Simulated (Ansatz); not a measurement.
**GaHOF+ (triplet): from Hartree-Fock to the top rungs, cc-pVDZ**

The task here is to estimate one member of a computed series from the others.

Method: cc-pVDZ, core rule «outside noble gas», up to 16 orbitals frozen; program: Ansatz 0.2.0, Gaussian basis.

To be run: UHF; CCSD(T) on ROHF; CCSD(T) on UHF; BCCD(T) on ROHF; CISD; CCSDT(Q) on ROHF; CCSDT(Q) on UHF.

23 further runs of the same task are left out: 5 for a known fault of the program, 5 that didn't finish, 13 set aside as unsound or not needed.

### What is computed

The geometry is a PBE0/def2-TZVP stationary point (not a proven minimum) of the parent state, kept for this charge and spin. No spin-orbit coupling is included. The filled d shell of Ga may be among the frozen orbitals whatever the setting's name suggests; the logs give the count.

4 atoms, charge 1, spin multiplicity 3.

Atoms are counted from 1 here; the program's logs count them from 0.

Bond lengths: F1–Ga2 1.760 Å, Ga2–O3 1.795 Å, O3–H4 0.961 Å. Angles: F1–Ga2–O3 114.8°, Ga2–O3–H4 113.8°.

The first run:

Contents of in.yaml:

```yaml
crystal:
  periodic: [false, false, false]
  atoms:
    - {symbol: F, position_ang: [0.000000, -0.613878, 1.472476]}
    - {symbol: Ga, position_ang: [0.000000, 0.320760, -0.018355]}
    - {symbol: O, position_ang: [0.000000, -0.660347, -1.521903]}
    - {symbol: H, position_ang: [0.000000, -0.135382, -2.326935]}
basis:
  gaussian: {orbitals: cc-pVDZ}
total_charge: 1
magnetization: {spin_polarized: true, initial_magnetization: 2}
hamiltonian: {xc: hf}
output: {orbitals: {seedname: orbitals}}
```

Command:

```bash
$ ansatz run in.yaml --threads 1 --pin off --events-out ev --progress --plain --max-ram 2393MiB
```

Steps of the session up to this table: UHF; CCSD(T) on ROHF; CCSD(T) on UHF; BCCD(T) on ROHF; CISD; CCSDT(Q) on ROHF; CCSDT(Q) on UHF.

One table of the session follows, with a row left open; its other results are not shown here.

```
   method  from UCCSDT(Q) (kcal/mol)
     ROHF                    +253.53
      UHF                    +249.83
     RMP2                     +16.08
     UMP2                     +15.88
    RCCSD                          ?
    UCCSD                      +5.91
 RCCSD(T)                      +1.39
 UCCSD(T)                      +1.21
  BCCD(T)                      +1.28
   RCCSDT                      +0.83
   UCCSDT                      +0.64
RCCSDT(Q)                      +0.38
UCCSDT(Q)                          0
```

**Question.** Estimate the row for RCCSD.

**Answer.** from UCCSDT(Q) (kcal/mol): +6.16. In the column «from UCCSDT(Q) (kcal/mol)» it lies between UCCSD (+5.91) and UMP2 (+15.88).

Not comparable, so not listed: CISD (they don't share determinant, frozen orbitals or solution with the rows shown, or repeat one).

Limits of these values: Restricted and unrestricted rows rest on different reference determinants; where their highest levels disagree by more than a few hundredths of an eV, they describe different states and don't form one ladder.
